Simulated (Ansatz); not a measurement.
TiH, space group P4_2/mmc: an equation of state with a fit, run with Ansatz 0.2.0, Python API.

`run_eos.py`
```python
"""Bulk modulus of TiH from an E(V) curve."""

import ansatz as az
import numpy as np

vectors0 = np.array([
    [2.94749, 0.0, 0.0],
    [0.0, 2.94749, 0.0],
    [0.0, 0.0, 4.56814],
])
sites = [
    ("Ti", [0.5, 0.0, 0.5]),
    ("Ti", [0.0, 0.5, 0.0]),
    ("H", [0.0, 0.0, 0.25]),
    ("H", [0.0, 0.0, 0.75]),
]


def build(cell):
    crystal = az.Crystal(lattice=az.Lattice.of(cell))
    for symbol, position in sites:
        crystal = crystal.atom(symbol, position)
    return crystal


def main() -> None:
    # scale the volume, keep shape and fractions
    volumes, energies, pressures = [], [], []
    for scale in np.linspace(0.94, 1.06, 7):
        cell = vectors0 * scale ** (1 / 3)
        calc = (
            build(cell).calculation()
            .functional(az.Functional.LDA)
            .pseudopotentials("paw")
            .basis(24 * az.Ha, density_ratio=8)
            .occupations("Fermi-Dirac", width=0.15)
            .mixing("broyden", ndim=12, beta=0.2)
            .scf(tolerance=1e-08, max_iterations=150)
            .kpoints(8, 8, 5)
            .stress()
        )
        rep = calc.run().report
        volumes.append(abs(np.linalg.det(cell)) / len(sites))
        energies.append(rep["free_energy_ev"] / len(sites))
        pressures.append(np.trace(rep["stress_gpa"]) / 3)
        print(f"V = {volumes[-1]:8.4f} A^3/atom  F = {energies[-1]:.5f} eV/atom  P = {pressures[-1]:8.3f} GPa")

    # third-order Birch-Murnaghan: a cubic in V^(-2/3)
    x = np.array(volumes) ** (-2 / 3)
    poly = np.polynomial.Polynomial.fit(x, energies, 3).convert()
    roots = poly.deriv().roots()
    x0 = min((r.real for r in roots if abs(r.imag) < 1e-9 and poly.deriv(2)(r.real) > 0), key=lambda r: abs(r - x.mean()))
    v0 = x0 ** -1.5
    b0 = 4 / 9 * poly.deriv(2)(x0) * v0 ** (-7 / 3) * 160.21766
    b1 = 4 + 2 / 3 * x0 * poly.deriv(3)(x0) / poly.deriv(2)(x0)
    print(f"V0 = {v0:.4f} A^3/atom, B0 = {b0:.1f} GPa, dB/dP = {b1:.2f}")


if __name__ == "__main__":
    main()
```

Where does the minimum lie against the volume typed, and how stiff is the crystal?

A third-order Birch-Murnaghan fit through the 7 points has its minimum at 9.45 Å³ an atom, 4.8 % below the typed cell, with a bulk modulus of 144 GPa and dB/dP = 3.9. From that minimum the energy rises by 0.7 meV an atom on the compressed side and 45.5 meV on the expanded side. The window is off centre, so dB/dP is rough.

The run itself:

Running `python run_eos.py` prints:
```text
DeckWarning: output.stress: scf.convergence.dr2_threshold = 1e-8 eV is looser than the 4e-10 eV advised for a printed stress (1e-10 eV for each atom of the cell: 4). What an SCF threshold leaves in a stress goes as its square root, and in the free energy as [...]
V =   9.3264 A^3/atom  F = -1233.42531 eV/atom  P =    1.892 GPa
V =   9.5248 A^3/atom  F = -1233.42574 eV/atom  P =   -1.157 GPa
V =   9.7232 A^3/atom  F = -1233.42257 eV/atom  P =   -3.908 GPa
V =   9.9217 A^3/atom  F = -1233.41617 eV/atom  P =   -6.392 GPa
V =  10.1201 A^3/atom  F = -1233.40684 eV/atom  P =   -8.632 GPa
V =  10.3185 A^3/atom  F = -1233.39488 eV/atom  P =  -10.654 GPa
V =  10.5170 A^3/atom  F = -1233.38053 eV/atom  P =  -12.475 GPa
V0 = 9.4471 A^3/atom, B0 = 143.6 GPa, dB/dP = 3.93
```
(Warnings from the package without file and line, shortened.)

Notes:
- These settings explore the input space; cutoff and mesh may be short of convergence.
- Shape and fractional positions are held along the curve, so the bulk modulus is an upper value where they are free to relax, by a factor of two or more in layered or hydrogen-bonded cells.
- The mesh is modest for a metal, so energies can be off by several to tens of meV an atom and pressures by half a GPa or more; differences at equal mesh fare better.
- A Fermi-Dirac width this large means warm electrons, whose thermal share enters the free energy.
- Pressure is positive in compression.
- At these settings the cell as given stands under about -6 GPa, so it isn't at this functional's equilibrium volume.
- This cell is a computed structure, which may not be the phase found in nature.
- The whole script took 31 s on 1 thread of Arm Neoverse V1, with other jobs on the host, peak memory 0.44 GiB.

(Lines on the test bed's own set-up are left out of the output.)
